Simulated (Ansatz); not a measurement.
# ClF₂H₃O₃W: small, medium and large basis sets

An exercise on one series of results from a longer session: the logs are not shown, and one member is left open.

The runs use Ansatz 0.2.0, Gaussian basis; one geometry, several basis sets.

The runs, in order: PBE0-D4/def2-SVP; ωB97M-V/def2-SVP; PBE0-D4/def2-QZVPP; ωB97M-V/def2-QZVPP; the functionals' def2-TZVPP values are taken from earlier runs.

1 further run of the same task is left out (for a known fault of the program).

**The geometry**

All runs share one geometry, relaxed beforehand with PBE0-D4 in a triple-zeta def2 set. W takes the def2 core potential; no spin-orbit term is included.

SMILES `[OH][W]([OH])([OH])([F])([F])[Cl]`, 10 atoms, charge 0, spin multiplicity 1.

Atoms are counted from 1 here; the program's logs count them from 0.

Bond lengths: O1–W2 1.861 Å, O1–H8 0.962 Å, W2–O3 1.871 Å, W2–O4 1.858 Å, W2–F5 1.874 Å, W2–F6 1.878 Å, W2–Cl7 2.344 Å, O3–H9 0.963 Å, O4–H10 0.960 Å. Angles: W2–O1–H8 125.3°, O1–W2–O3 91.8°, O1–W2–O4 92.6°, O1–W2–F5 84.6°, O1–W2–F6 168.6°, O1–W2–Cl7 98.2°, O3–W2–O4 93.2°, O3–W2–F5 97.4°, O3–W2–F6 83.2°, O3–W2–Cl7 169.9°, O4–W2–F5 169.2°, O4–W2–F6 97.9°, O4–W2–Cl7 85.0°, F5–W2–F6 85.8°, F5–W2–Cl7 85.0°, F6–W2–Cl7 87.2°, W2–O3–H9 121.3°, W2–O4–H10 128.0°.

The first run:

File in.yaml:

```yaml
crystal:
  periodic: [false, false, false]
  atoms:
    - {symbol: O, position_ang: [-0.801884, -1.457941, -0.558286]}
    - {symbol: W, position_ang: [-0.096573, 0.149570, 0.059285]}
    - {symbol: O, position_ang: [0.892927, -0.724376, 1.385478]}
    - {symbol: O, position_ang: [1.302982, 0.102103, -1.161118]}
    - {symbol: F, position_ang: [-1.705041, 0.287281, 1.010820]}
    - {symbol: F, position_ang: [0.428874, 1.690665, 0.995587]}
    - {symbol: Cl, position_ang: [-1.124665, 1.581339, -1.486569]}
    - {symbol: H, position_ang: [-1.613262, -1.866094, -0.242657]}
    - {symbol: H, position_ang: [1.390588, -0.231108, 2.045902]}
    - {symbol: H, position_ang: [1.326065, 0.468550, -2.048443]}
basis:
  gaussian: {orbitals: def2-SVP}
hamiltonian: {xc: pbe0, dispersion: d4}
output: {orbitals: {seedname: orbitals}}
```

On the command line:

```console
$ ansatz run in.yaml --threads 2 --pin off --events-out ev --progress --plain --max-ram 32768MiB --backend cpu
```

Among the steps run: PBE0-D4 in def2-SVP; ωB97M-V in def2-SVP; PBE0-D4 in def2-QZVPP; ωB97M-V in def2-QZVPP.

One table of the session follows, with a row left open; its other results are not shown here.

It belongs to the step «Functionals by basis». 

| functional | basis | HOMO (eV) | LUMO (eV) |
| --- | --- | --- | --- |
| PBE0-D4 | def2-SVP | -8.86 | -3.48 |
| PBE0-D4 | def2-TZVPP | -8.90 | -3.41 |
| PBE0-D4 | def2-QZVPP | -8.94 | -3.46 |
| ωB97M-V | def2-SVP | -11.09 | -1.39 |
| ωB97M-V | def2-TZVPP | ? | ? |
| ωB97M-V | def2-QZVPP | -11.22 | -1.40 |

Q: Estimate the row for ωB97M-V, def2-TZVPP from the others.

The run gave: HOMO (eV): -11.17; LUMO (eV): -1.33. In the column «HOMO (eV)» it lies between ωB97M-V, def2-QZVPP (-11.22) and ωB97M-V, def2-SVP (-11.09).
